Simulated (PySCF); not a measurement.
# As4CuH12 ([Cu(AsH3)4]+): the cost of one run

Programs: PySCF 2.14.0, with density-fitted response routines of our own. Each step states its level of theory. These are calculated values for one molecule in the gas phase, unless marked as measured. Atoms are numbered from 0 throughout.

**1. Starting geometry**

17 atoms, charge 1, multiplicity 1; geometry from: GFN2-xTB. The atoms were then displaced at random by about 0.03 Å, so the start is not that level's minimum.

Bonds of the start (Å): Cu0–As1 2.54, Cu0–As5 2.49, Cu0–As9 2.64, Cu0–As13 2.55, As1–H2 1.51, As1–H3 1.54, As1–H4 1.48, As5–H6 1.53, As5–H7 1.53, As5–H8 1.42, As9–H10 1.50, As9–H11 1.49, As9–H12 1.49, As13–H14 1.52, As13–H15 1.48, As13–H16 1.42.

**2. Geometry optimisation at PBE0-D3(BJ)/def2-SVP**

What the job is given:

```
{"job": {"xc": "PBE0", "basis": "def2-SVP", "d3": "d3bj", "grid": 1, "maxiter": 40, "shake": 0.03, "kind": "geom"}, "charge": 1, "multiplicity": 1}
Cu     0.073730    -0.058110     0.010150
As    -0.023100    -0.030840     2.551260
H     -1.307300    -0.211960     3.326780
H      0.524500     1.136900     3.385970
H      0.731300    -1.003450     3.372350
As     2.408240     0.017980    -0.866750
H      3.392180    -1.126580    -0.630850
H      3.492440     1.028450    -0.507040
H      2.775910     0.098980    -2.239860
As    -1.213940     2.101260    -0.800460
H     -2.537440     2.560310    -0.264720
H     -1.648430     2.278930    -2.212620
H     -0.729670     3.513760    -0.821960
As    -1.245380    -2.064660    -0.849030
H     -0.891500    -3.468580    -0.371740
H     -1.179910    -2.489670    -2.260220
H     -2.650160    -2.283320    -0.761020
```

The run is started by

```
$ OMP_NUM_THREADS=1 python probes_run.py task.json out
```

One launch serves the whole session: the jobs run in the order shown.

**Question.** How long does this first job take on 1 thread of Arm Neoverse V1, shared host, and how much memory does it need?

About 14 min, with a peak of 1.6 GiB.
